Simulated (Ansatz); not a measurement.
# C3H8Te: basis-set convergence

How large a basis does C3H8Te need? Two functionals are run in growing sets.

Computed with Ansatz 0.2.0, Gaussian basis. Level: one geometry, several basis sets.

Plan: PBE0-D4/def2-SVP; ωB97M-V/def2-SVP; PBE0-D4/def2-QZVPP; ωB97M-V/def2-QZVPP; the functionals' def2-TZVPP values are taken from earlier runs.

### 1 The relaxed structure

All runs share one geometry, relaxed beforehand with PBE0-D4 in a triple-zeta def2 set. Te takes the def2 core potential; no spin-orbit term is included.

12 atoms, charge 0, spin multiplicity 1.

Atoms are counted from 1 here; the program's logs count them from 0.

Bond lengths: C1–C2 1.516 Å, C1–H5 1.092 Å, C1–H6 1.094 Å, C1–H7 1.095 Å, C2–C3 1.513 Å, C2–Te4 2.171 Å, C2–H8 1.091 Å, C3–H9 1.093 Å, C3–H10 1.091 Å, C3–H11 1.097 Å, Te4–H12 1.659 Å. Angles: C2–C1–H5 112.2°, C2–C1–H6 111.3°, C2–C1–H7 109.8°, H5–C1–H6 108.2°, H5–C1–H7 107.8°, H6–C1–H7 107.5°, C1–C2–C3 112.6°, C1–C2–Te4 107.5°, C1–C2–H8 109.7°, C3–C2–Te4 111.6°, C3–C2–H8 110.4°, Te4–C2–H8 104.6°, C2–C3–H9 111.1°, C2–C3–H10 112.0°, C2–C3–H11 109.8°, H9–C3–H10 107.9°, H9–C3–H11 108.0°, H10–C3–H11 107.8° and more.

As a file:

| atom | x (Å) | y (Å) | z (Å) |
| --- | --- | --- | --- |
| C1 | -0.01777 | 0.78404 | -1.23574 |
| C2 | 0.06214 | -0.33664 | -0.21721 |
| C3 | 0.59668 | 0.13023 | 1.11948 |
| Te4 | -1.92463 | -1.19240 | -0.03069 |
| H5 | -0.37694 | 0.43408 | -2.20596 |
| H6 | -0.68038 | 1.58414 | -0.89374 |
| H7 | 0.97514 | 1.22067 | -1.38450 |
| H8 | 0.67640 | -1.14848 | -0.60986 |
| H9 | -0.03975 | 0.90870 | 1.54694 |
| H10 | 0.66131 | -0.68518 | 1.84184 |
| H11 | 1.60313 | 0.54674 | 0.99185 |
| H12 | -1.45833 | -2.30089 | 1.11158 |

### 2 PBE0-D4 in def2-SVP

Contents of in.yaml:

```yaml
crystal:
  periodic: [false, false, false]
  atoms:
    - {symbol: C, position_ang: [-0.017773, 0.784036, -1.235738]}
    - {symbol: C, position_ang: [0.062144, -0.336643, -0.217212]}
    - {symbol: C, position_ang: [0.596681, 0.130225, 1.119478]}
    - {symbol: Te, position_ang: [-1.924626, -1.192401, -0.030685]}
    - {symbol: H, position_ang: [-0.376942, 0.434085, -2.205958]}
    - {symbol: H, position_ang: [-0.680377, 1.584139, -0.893740]}
    - {symbol: H, position_ang: [0.975136, 1.220673, -1.384495]}
    - {symbol: H, position_ang: [0.676399, -1.148480, -0.609861]}
    - {symbol: H, position_ang: [-0.039755, 0.908696, 1.546936]}
    - {symbol: H, position_ang: [0.661313, -0.685177, 1.841841]}
    - {symbol: H, position_ang: [1.603128, 0.546736, 0.991854]}
    - {symbol: H, position_ang: [-1.458328, -2.300890, 1.111578]}
basis:
  gaussian: {orbitals: def2-SVP}
hamiltonian: {xc: pbe0, dispersion: d4}
output: {orbitals: {seedname: orbitals}}
```

After this run come: ωB97M-V in def2-SVP; PBE0-D4 in def2-QZVPP; ωB97M-V in def2-QZVPP.

Q: Predict the results of all the runs planned. Wanted: PBE0-D4: double and triple zeta above quadruple; ωB97M-V: double and triple zeta above quadruple.

The runs gave:

| quantity | value |
| --- | --- |
| PBE0-D4: double and triple zeta above quadruple | 4.09, 0.24 eV |
| ωB97M-V: double and triple zeta above quadruple | 4.38, 0.25 eV |

PBE0-D4 gains 3.85 eV from double to triple zeta, then 0.24 eV more. These are total energies; as a rule much of such shifts cancels in differences, which this series doesn't test.
